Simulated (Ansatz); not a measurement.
I need a single point from an input written key by key of C₂H₆BNSe, SMILES BCN=C[SeH]. Use the Python package of Ansatz (0.2.0). Use: Hartree-Fock, def2-SVP basis, multiplicity 1.

```yaml
atoms:
  - { symbol: B, position_ang: [-0.6250, 1.6599, 1.1178] }
  - { symbol: C, position_ang: [-0.8313, 0.3480, 0.2923] }
  - { symbol: N, position_ang: [0.4470, -0.1920, 0.0029] }
  - { symbol: C, position_ang: [0.7082, -1.2821, -0.6349] }
  - { symbol: Se, position_ang: [2.4029, -1.9664, -0.9824] }
  - { symbol: H, position_ang: [0.0353, 1.7321, 2.0500] }
  - { symbol: H, position_ang: [-1.5651, 2.4494, 1.1370] }
  - { symbol: H, position_ang: [-1.3804, -0.3508, 0.8936] }
  - { symbol: H, position_ang: [-1.3572, 0.5771, -0.6169] }
  - { symbol: H, position_ang: [-0.2200, -1.8526, -0.9726] }
  - { symbol: H, position_ang: [2.4511, -1.1795, -2.2663] }
```

Script `c2h6bnse_deck.py`:
```python
"""Run C2H6BNSe from an input written out key by key."""

import ansatz as az


def main() -> None:
    deck = {
        "crystal": {
            "periodic": [False, False, False],
            "atoms": [
                {"symbol": "B", "position_ang": [-0.625, 1.6599, 1.1178]},
                {"symbol": "C", "position_ang": [-0.8313, 0.348, 0.2923]},
                {"symbol": "N", "position_ang": [0.447, -0.192, 0.0029]},
                {"symbol": "C", "position_ang": [0.7082, -1.2821, -0.6349]},
                {"symbol": "Se", "position_ang": [2.4029, -1.9664, -0.9824]},
                {"symbol": "H", "position_ang": [0.0353, 1.7321, 2.05]},
                {"symbol": "H", "position_ang": [-1.5651, 2.4494, 1.137]},
                {"symbol": "H", "position_ang": [-1.3804, -0.3508, 0.8936]},
                {"symbol": "H", "position_ang": [-1.3572, 0.5771, -0.6169]},
                {"symbol": "H", "position_ang": [-0.22, -1.8526, -0.9726]},
                {"symbol": "H", "position_ang": [2.4511, -1.1795, -2.2663]},
            ],
        },
        "basis": {"gaussian": {"orbitals": "def2-SVP"}},
        "hamiltonian": {"xc": "hf"},
    }
    session = az.Session.from_dict(deck)
    r = session.plan(threads=1).execute().report

    for key in ("converged", "free_energy_ev", "reference_energy_ev", "n_frozen", "n_occupied", "n_virtual"):
        print(f"{key:22s} {r[key]}")
    symbols = ["B", "C", "N", "C", "Se", "H", "H", "H", "H", "H", "H"]


if __name__ == "__main__":
    main()
```

```console
$ python c2h6bnse_deck.py
converged              True
free_energy_ev         -69598.40954788661
reference_energy_ev    -69598.40954788661
n_frozen               0
n_occupied             [32, 32]
n_virtual              [86, 86]
```

Total energies depend on the basis set; only differences at equal settings carry meaning. The geometry is a force-field or estimated start, not a minimum of this method, and the basis set is short of its limit. Run time: 2.3 s on 1 thread of Arm Neoverse V1, with other jobs on the host, peak memory 0.27 GiB.
